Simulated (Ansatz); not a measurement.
# CH3NSSi: geometry optimisation

Aim: relax CH3NSSi at this level.

The runs use Ansatz 0.2.0; RKS PBE-D4/def2-SVP.

1 further run of the same task is left out (set aside as unsound or not needed).

## Step 1: Where the work starts

SMILES `N=C1[SiH2]S1`, 7 atoms, charge 0, spin multiplicity 1.

Atoms are counted from 1 here; the program's logs count them from 0.

Bond lengths: N1–C2 1.264 Å, N1–H5 1.035 Å, C2–Si3 1.842 Å, C2–S4 1.862 Å, Si3–S4 2.165 Å, Si3–H6 1.498 Å, Si3–H7 1.498 Å. Angles: C2–N1–H5 113.1°, N1–C2–Si3 151.1°, N1–C2–S4 137.4°, Si3–C2–S4 71.5°, C2–Si3–S4 54.7°, C2–Si3–H6 120.7°, C2–Si3–H7 120.7°, S4–Si3–H6 117.8°, S4–Si3–H7 117.8°, H6–Si3–H7 113.0°, C2–S4–Si3 53.8°.

Coordinates:

```mol
CH3NSSi
  3D, bonds by distance, orders not assigned

  7  7  0  0  0  0  0  0  0  0999 V2000
   -1.5615    0.6783   -0.8160 N   0  0
   -0.5970    0.0748   -0.2655 C   0  0
    1.1187    0.0509    0.4049 Si  0  0
   -0.2379   -1.6356    0.3762 S   0  0
   -2.3906    0.0748   -0.9594 H   0  0
    2.2994    0.0140   -0.5167 H   0  0
    1.4301    0.6747    1.7309 H   0  0
  1  2  8  0
  1  5  8  0
  2  3  8  0
  2  4  8  0
  3  4  8  0
  3  6  8  0
  3  7  8  0
M  END
```

## Step 2: Relaxation

input.yaml

```yaml
crystal:
  periodic: [false, false, false]
  atoms:
    - { symbol: "N", position_ang: [-1.561538, 0.678341, -0.816042] }
    - { symbol: C, position_ang: [-0.596995, 0.074808, -0.26552] }
    - { symbol: Si, position_ang: [1.118668, 0.050916, 0.404861] }
    - { symbol: S, position_ang: [-0.237866, -1.63564, 0.376151] }
    - { symbol: H, position_ang: [-2.3906, 0.074814, -0.959419] }
    - { symbol: H, position_ang: [2.299424, 0.014026, -0.516675] }
    - { symbol: H, position_ang: [1.430107, 0.674734, 1.730944] }
basis:
  gaussian: { orbitals: def2-SVP }
hamiltonian:
  xc: pbe
  dispersion: d4
output:
  forces: true
relax:
  f_tol: 0.003
  max_steps: 120
```

Run with:

```
$ ansatz run input.yaml --threads 1 --pin off --max-ram 2560MiB --backend cpu --events-out ev --progress --plain --runs-dir out
```

Standard output:

```text
Warning: RAYON_NUM_THREADS=1 ignored (pool sized by the plan → 1); use --threads N
The last accepted step is kept in <dir> (removed where the run ends without a failure and the disk answers)
Engine: ansatz 0.2.0, aarch64-unknown-linux-gnu
Functional definition: PBE
  parameter kappa = 0.804
  parameter beta = 0.06672455060314922
  exchange = pbe_x(kappa = kappa, mu = beta*pi^2/3)
  correlation = pbe_c(beta = beta)
905 factors; their error is unknown
mean field evaluation 1: about -21258.3019 eV, gradient 6.4e1 eV
mean field evaluation 2: about -21135.7650 eV, gradient 1.7e2 eV
mean field evaluation 4: about -21265.4454 eV, gradient 3.5e1 eV
mean field evaluation 8: about -21268.4520 eV, gradient 1.8e-1 eV
mean field evaluation 16: about -21268.3820 eV, gradient 1.4e-3 eV
mean field -21268.38201541 eV, -781.5986228393 hartree, gradient 3.9e-5 eV, S^2 0.000000; 0 other end points of the search recorded, 0 dependent functions left out
the calculation of the forces begins
reference -21268.38204521 eV, -781.5986239343 hartree; 23, 23 occupied and 56, 56 virtual orbitals, 905 factors
relax step   1: F+E_penalty+E_count = -21268.55553371 eV  Δ(F+E_penalty+E_count) = +0.000e0 eV  max|allowed force component| = 2.285e-2 eV/Å  Δτ_max = 0.0000 Å  (28 SCF iters, accepted)
these checks for a lower state are left out or cut short: starts, cluster_reference, orbital_swaps, neighbouring_geometries, increment
905 factors; their error is unknown
mean field -21268.38203760 eV, -781.5986236546 hartree, gradient 7.2e-5 eV, S^2 0.000000; 0 other end points of the search recorded, 0 dependent functions left out
the calculation of the forces begins
reference -21268.38206740 eV, -781.5986247497 hartree; 23, 23 occupied and 56, 56 virtual orbitals, 905 factors
relax step   2: F+E_penalty+E_count = -21268.55555568 eV  Δ(F+E_penalty+E_count) = -2.197e-5 eV  max|allowed force component| = 1.053e-2 eV/Å  Δτ_max = 0.0016 Å  (20 SCF iters, accepted)
these checks for a lower state are left out or cut short: starts, cluster_reference, orbital_swaps, neighbouring_geometries, increment
905 factors; their error is unknown
mean field -21268.38204785 eV, -781.5986240313 hartree, gradient 9.1e-6 eV, S^2 0.000000; 0 other end points of the search recorded, 0 dependent functions left out
the calculation of the forces begins
reference -21268.38207765 eV, -781.5986251264 hartree; 23, 23 occupied and 56, 56 virtual orbitals, 905 factors
relax step   3: F+E_penalty+E_count = -21268.55555919 eV  Δ(F+E_penalty+E_count) = -3.503e-6 eV  max|allowed force component| = 2.763e-3 eV/Å  Δτ_max = 0.0006 Å  (22 SCF iters, accepted)
905 factors; their error is unknown
mean field evaluation 32: about -21258.3095 eV, gradient 6.4e1 eV
mean field -21268.38204785 eV, -781.5986240313 hartree, gradient 8.8e-6 eV, S^2 0.000000; 1 other end points of the search recorded, 0 dependent functions left out
the calculation of the forces begins
reference -21268.38207765 eV, -781.5986251264 hartree; 23, 23 occupied and 56, 56 virtual orbitals, 905 factors
Total energy: -21268.55558899 eV, -781.6050015505 hartree
Atom 0 at    -1.560900     0.679007    -0.815763 Å, force     0.001868     0.000904    -0.001855 eV/Å
Atom 1 at    -0.596691     0.074367    -0.265351 Å, force    -0.002763    -0.000298     0.000197 eV/Å
Atom 2 at     1.119155     0.050785     0.405108 Å, force    -0.000467     0.001144     0.000082 eV/Å
Atom 3 at    -0.237041    -1.636475     0.376716 Å, force     0.000593    -0.001277    -0.000181 eV/Å
Atom 4 at    -2.390199     0.075375    -0.959607 Å, force     0.000187    -0.000193     0.001555 eV/Å
Atom 5 at     2.298429     0.013774    -0.518215 Å, force     0.000101    -0.000004     0.000416 eV/Å
Atom 6 at     1.428447     0.675165     1.731411 Å, force     0.000482    -0.000276    -0.000214 eV/Å
Dipole moment:     0.212225    -0.048479     0.096139 e Å
```

Wall time 8.6 s (1 thread of Arm Neoverse V1, shared host); peak memory 0.14 GiB.

The steps of the relaxation:

```tsv
step	energy from step 1 (eV)	largest force component (eV/Å)
1	0.0000	0.0229
2	0.0000	0.0105
3	0.0000	0.0028
```

Distances of close pairs at the start and the end, largest changes first:

```tsv
bond	before (Å)	after (Å)	change (Å)
C2–S4	1.862	1.862	+0.001
Si3–S4	2.165	2.165	+0.000
N1–H5	1.035	1.036	+0.000
N1–C2	1.264	1.264	+0.000
C2–Si3	1.842	1.842	+0.000
Si3–H6	1.498	1.498	-0.000
Si3–H7	1.498	1.498	-0.000
```

## Step 3: What came out

```
             quantity      value
        energy gained  0.0000 eV
root mean square move    0.001 Å
        dipole moment     1.14 D
```

What this shows: Bond lengths: N1–C2 1.264 Å, N1–H5 1.036 Å, C2–Si3 1.842 Å, C2–S4 1.862 Å, Si3–S4 2.165 Å, Si3–H6 1.498 Å, Si3–H7 1.498 Å. Angles: C2–N1–H5 113.1°, N1–C2–Si3 151.0°, N1–C2–S4 137.5°, Si3–C2–S4 71.5°, C2–Si3–S4 54.7°, C2–Si3–H6 120.6°, C2–Si3–H7 120.6°, S4–Si3–H6 117.8°, S4–Si3–H7 117.8°, H6–Si3–H7 113.2°, C2–S4–Si3 53.8°. No frequencies were computed here.
